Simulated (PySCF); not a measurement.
# CuNH2 (SMILES [NH2][Cu]): levels of theory compared

Aim: a comparison of 5 runs (HF/3-21G, BLYP/6-31G, PBE0/def2-SVP, B3LYP/6-31G*, PBE/cc-pVTZ) of CuNH2. 

The calculation is run with PySCF 2.14.0.

## Step 1: The system as given

CuNH2 has 4 atoms, charge 0, and is taken as a singlet. As SMILES, `[NH2][Cu]`. The coordinates come from a PBE0-D4/def2-TZVP relaxation.

Bond lengths: N1–Cu2 1.830 Å, N1–H3 1.019 Å, N1–H4 1.019 Å. Angles: Cu2–N1–H3 107.0°, Cu2–N1–H4 107.0°, H3–N1–H4 104.5°.

## Step 2: Energy and forces at HF/3-21G (run 1)

calc.py reads:

```python
from pyscf import gto

molecule = gto.M(
    atom='N -0.277300 0.250900 0.117500; Cu 1.383600 -0.301600 0.652600; H -0.862400 -0.581500 0.055500; H -0.188400 0.571900 -0.845900',
    max_memory=1860,
    verbose=3,
    basis='3-21g',
)

mf = molecule.RHF()
mf.conv_tol = 1e-10
mf.kernel()
if not mf.converged:
    mf = mf.newton().run(mf.mo_coeff, mf.mo_occ)

e_final = mf.e_tot
print('E = %.10f Eh' % e_final)
grad = mf.nuc_grad_method().kernel()
dip = mf.dip_moment()
pop, q = mf.mulliken_pop()
```

Command:

```bash
$ OMP_NUM_THREADS=1 python calc.py
```

The program printed:

```text
converged SCF energy = -1685.96835764433
E = -1685.9683576443 Eh
--------------- RHF gradients ---------------
         x                y                z
0 N    -0.0661688869     0.0340303703    -0.0059346846
1 Cu     0.0531638564    -0.0215524915     0.0121823412
2 H     0.0070873828    -0.0052417533    -0.0039012306
3 H     0.0059176477    -0.0072361254    -0.0023464260
----------------------------------------------
Dipole moment(X, Y, Z, Debye):  3.21923, -1.94887, -0.08627
 ** Mulliken pop  **
pop of  0 N 1s            1.98748
pop of  0 N 2s            0.36313
pop of  0 N 3s            1.39925
pop of  0 N 2px           0.58729
pop of  0 N 2py           0.58579
pop of  0 N 2pz           0.57034
pop of  0 N 3px           0.87884
pop of  0 N 3py           0.82353
pop of  0 N 3pz           0.78649
pop of  1 Cu 1s           1.99994
pop of  1 Cu 2s           1.99952
pop of  1 Cu 3s           1.99522
pop of  1 Cu 4s           1.29345
pop of  1 Cu 5s           0.00201
pop of  1 Cu 2px          1.99935
pop of  1 Cu 2py          1.99935
pop of  1 Cu 2pz          1.99936
pop of  1 Cu 3px          1.99063
pop of  1 Cu 3py          1.98865
pop of  1 Cu 3pz          1.98880
pop of  1 Cu 4px          0.04937
pop of  1 Cu 4py          0.07680
pop of  1 Cu 4pz          0.07180
pop of  1 Cu 5px          0.00002
pop of  1 Cu 5py          0.00002
pop of  1 Cu 5pz          0.00001
pop of  1 Cu 3dxy         0.90339
pop of  1 Cu 3dyz         0.99692
pop of  1 Cu 3dz^2        0.94362
pop of  1 Cu 3dxz         0.88635
pop of  1 Cu 3dx2-y2      0.79692
pop of  1 Cu 4dxy         0.90138
pop of  1 Cu 4dyz         0.98008
pop of  1 Cu 4dz^2        0.93700
pop of  1 Cu 4dxz         0.88894
pop of  1 Cu 4dx2-y2      0.82104
pop of  2 H 1s            0.45748
pop of  2 H 2s            0.29649
pop of  3 H 1s            0.45747
pop of  3 H 2s            0.29650
 ** Mulliken atomic charges  **
charge of    0N =     -0.98214
charge of    1Cu =      0.49008
charge of    2H =      0.24603
charge of    3H =      0.24603
```

It took 1.6 s on 1 thread of Intel Xeon at 2.70GHz, shared host; peak memory 0.12 GiB.

## Step 3: Energy and gradient at BLYP/6-31G (run 2)

input.xyz reads:

```xyz
4
CuH2N
N     -0.277300     0.250900     0.117500
Cu     1.383600    -0.301600     0.652600
H     -0.862400    -0.581500     0.055500
H     -0.188400     0.571900    -0.845900
```

job.py reads:

```python
from pyscf import gto, dft

mol = gto.M(
    atom='input.xyz',
    max_memory=1860,
    basis='6-31g',
    verbose=4,
    charge=0,
    spin=0,
)

mf = dft.RKS(mol, xc='blyp')
mf.conv_tol = 1e-10
mf.grids.level = 5
mf.kernel()
if not mf.converged:
    mf = mf.newton().run(mf.mo_coeff, mf.mo_occ)

e_final = mf.e_tot
print(f'total energy: {e_final:.8f} hartree')
grad = mf.nuc_grad_method().kernel()
mf.analyze()
```

Command:

```bash
$ OMP_NUM_THREADS=1 python job.py
```

The program printed:

```text
PySCF version 2.14.0

[... 107 lines left out ...]
Two-electron Energy =                  744.904401194898128
[... 7 lines left out ...]
MO #4   energy= -33.5756013850912  occ= 2
[... 5 lines left out ...]
MO #10  energy= -2.5896566063264   occ= 2
[... 5 lines left out ...]
MO #16  energy= -0.160846939965136 occ= 2
[... 5 lines left out ...]
MO #22  energy= -0.00272876312940395 occ= 0
[... 5 lines left out ...]
MO #28  energy= 0.224076729124637  occ= 0
[... 5 lines left out ...]
MO #34  energy= 0.921341453834194  occ= 0
[... 5 lines left out ...]
MO #40  energy= 2.21720814343787   occ= 0
[... 47 lines left out ...]
Dipole moment(X, Y, Z, Debye):  1.35698, -1.10993, -0.40539
```

It took 16 s on 1 thread of Intel Xeon at 2.70GHz, shared host; peak memory 0.44 GiB.

Runs 3 to 4 aren't shown in full; the table further down has their settings and results.

## Step 4: Energy and forces at PBE/cc-pVTZ (run 5)

run.py reads:

```python
import pyscf.grad
from pyscf import gto, dft

mol = gto.M(
    atom='''
N     -0.524021     0.474132     0.222043
Cu     2.614625    -0.569941     1.233235
H     -1.629700    -1.098876     0.104880
H     -0.356024     1.080734    -1.598519
''',
    unit='bohr',
    basis='cc-pvtz',
    verbose=3,
    max_memory=1860,
)

calc0 = dft.RKS(mol)
calc0.xc = 'pbe'
calc0.conv_tol = 1e-10
calc0.grids.level = 5
calc0.kernel()
if not calc0.converged:
    calc0 = calc0.newton().run(calc0.mo_coeff, calc0.mo_occ)

energy = calc0.e_tot
print('E = %.10f Eh' % energy)
grad = calc0.Gradients().kernel()
dip = calc0.dip_moment()
pop, q = calc0.mulliken_pop()
```

Command:

```bash
$ OMP_NUM_THREADS=1 python run.py
```

The program printed:

```text
converged SCF energy = -1696.21902250794
[... 8 lines left out ...]
Dipole moment(X, Y, Z, Debye):  1.77186, -1.08261, -0.06016
[... 131 lines left out ...]
charge of    3H =      0.14083
```

It took 67 s on 1 thread of Intel Xeon at 2.70GHz, shared host; peak memory 1.3 GiB.

## Step 5: The series

```tsv
run	level	integration grid	Cartesian functions	energy (Eh)	dipole moment (D)	HOMO energy (eV)	LUMO energy (eV)	wall time
1	HF/3-21G	–	no	-1685.968358	3.76	-7.74	0.01	1.6 s
2	BLYP/6-31G	5	no	-1696.167116	1.80	-3.68	-2.92	16 s
3	PBE0/def2-SVP	5	no	-1695.848118	3.07	-5.54	-1.72	11 s
4	B3LYP/6-31G* (Cartesian functions)	5	yes	-1696.167774	2.23	-5.42	-2.20	13 s
5	PBE/cc-pVTZ	5	no	-1696.219023	2.08	-4.88	-3.04	67 s
```

## Step 6: Outcome

| quantity | value |
| --- | --- |
| run 5: total energy | -1696.21902 Eh |
| run 5: dipole moment | 2.08 D |
| run 5: HOMO energy | -4.88 eV |
| run 5: LUMO energy | -3.04 eV |
| run 5: HOMO–LUMO gap | 1.83 eV |
| run 5: largest force on an atom | 0.558 eV/Å |

**Reading.** The dipole moment (its size) runs from 1.80 D (BLYP/6-31G) to 3.76 D (HF/3-21G). The two ends differ in method and basis. The HOMO–LUMO gap runs from 0.76 eV (BLYP/6-31G) to 7.76 eV (HF/3-21G). Totals of different functionals can't be ranked against each other. All runs together took 1.8 min, the longest 67 s.
